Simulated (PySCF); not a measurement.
# The bond of BiPb, level by level

The task here is to estimate one member of a computed series from the others.

Program: PySCF 2.14.0. Level of theory: Bi def2-SVP with ECP60, Pb def2-SVP with ECP60, scalar-relativistic core potentials. These are calculated values, not measurements.

1 further run of the same task is left out (it didn't finish).

Set-up of the first run:

A driver script around PySCF takes these settings:

```yaml
atoms: Bi, Pb
charge: 0
basis: Bi def2-SVP with ECP60, Pb def2-SVP with ECP60
Hamiltonian: scalar-relativistic core potentials
basis_functions: 52
electrons_treated: 45
masses_in_u: 208.9804, 207.9766
levels: PBE0, PBE, r²SCAN, TPSSh, B97-3, HSE06, HF, MP2, SCS-MP2, CCSD, CCSD(T)
grid: 80 radial by 434 angular points
occupations: held fixed by the projection of orbital angular momentum
dissociation_limit: Bi + Pb, each in its ground configuration
starting_distance_in_angstrom: 2.855
values_of_2S_to_try: 1, 3, 5
```

Command:

```
> OMP_NUM_THREADS=1 python dia.py task.json out
```

Steps of the session up to this table: Input; The PBE0 curve of the state that the search chose; Excited determinants; PBE; r²SCAN (meta-GGA); TPSSh (hybrid meta-GGA); B97-3 (global hybrid GGA); HSE06 (range-separated hybrid); ROHF; Correlated methods on the Hartree–Fock reference.

One of the session's tables, all rows but one given; the rest of the session is left out.

Energy (eV) from each level's lowest point:

| R (Å) | ROHF | ROHF-MP2 | ROHF-SCS-MP2 | ROHF-CCSD | ROHF-CCSD(T) |
| --- | --- | --- | --- | --- | --- |
| 2.409 | 1.090 | 1.299 | 1.321 | n/a | n/a |
| 2.521 | 0.428 | 0.576 | 0.594 | 0.607 | 0.665 |
| 2.633 | 0.095 | 0.183 | 0.195 | 0.204 | 0.242 |
| 2.717 | ? | ? | ? | ? | ? |
| 2.801 | 0.001 | 0.000 | 0.000 | 0.000 | 0.004 |
| 2.885 | 0.072 | 0.030 | 0.023 | 0.014 | 0.000 |
| 2.997 | 0.247 | 0.150 | 0.132 | 0.105 | 0.067 |
| 3.137 | 0.548 | 0.381 | 0.350 | 0.285 | 0.219 |
| 3.305 | 0.973 | 0.738 | 0.691 | 0.525 | 0.438 |
| 3.529 | 1.559 | 1.532 | 1.453 | n/a | n/a |

Q: Estimate the row for R (Å) = 2.717 from the others.

Worked estimate for «ROHF». A straight line through the neighbours (2.633, 0.095) and (2.801, 0.001) gives 0.095 + (0.001 − 0.095) × (2.717 − 2.633) / (2.801 − 2.633) = 0.048; a parabola fitted to 4 rows on both sides gives -0.006.

As computed: ROHF: 0.000; ROHF-MP2: 0.043; ROHF-SCS-MP2: 0.049; ROHF-CCSD: 0.055; ROHF-CCSD(T): 0.077. In «ROHF» the line misses by +0.048 and the parabola by -0.006.
